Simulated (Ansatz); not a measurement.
Hf2Pd2Se2Br2O3:

```
Hf Pd Se Br O
1.0
     5.75899    0.00000    0.00000
    -2.87949    4.98743    0.00000
     0.00000    0.00000    8.52547
Hf Pd Se Br O
2 2 2 2 3
Direct
  0.33333 0.66667 0.54201
  0.66667 0.33333 0.54201
  0.33333 0.66667 0.12880
  0.66667 0.33333 0.12880
  0.33333 0.66667 0.85572
  0.66667 0.33333 0.85572
  0.00000 0.00000 0.13895
  0.00000 0.00000 0.65384
  0.50000 0.00000 0.42963
  0.00000 0.50000 0.42963
  0.50000 0.50000 0.42963
```

The cell was built by a generator and needn't be a form met in nature.

Base run:

```yaml
Program: Ansatz 0.2.0
Functional: PBE
Potentials_or_basis: Ansatz PAW
Cutoff: "420 eV (not typed: the program's choice for these potentials)"
k_mesh: 6 × 6 × 3
Occupations: fermi-dirac, width 0.05 eV
Spin: no spin polarisation
```

Its results: band gap on the k mesh none (metal or under the smearing width); pressure -0.1 GPa; largest force 0.079 eV/Å.

The run is repeated on the same cell with these changes: functional from PBE to r2SCAN; cutoff from 420 eV (not typed: the program's choice for these potentials) to 500 eV (not typed: the program's choice for these potentials). What comes out?

Band gap on the k mesh none (metal or under the smearing width); pressure -2.2 GPa; largest force 0.510 eV/Å.

Caveats: spin-orbit coupling is left out, which moves the levels of the heavy elements (some runs); the PAW data sets come from PBE, with cores solved anew for the run's functional, which leaves a small shift of forces and pressure (some runs).
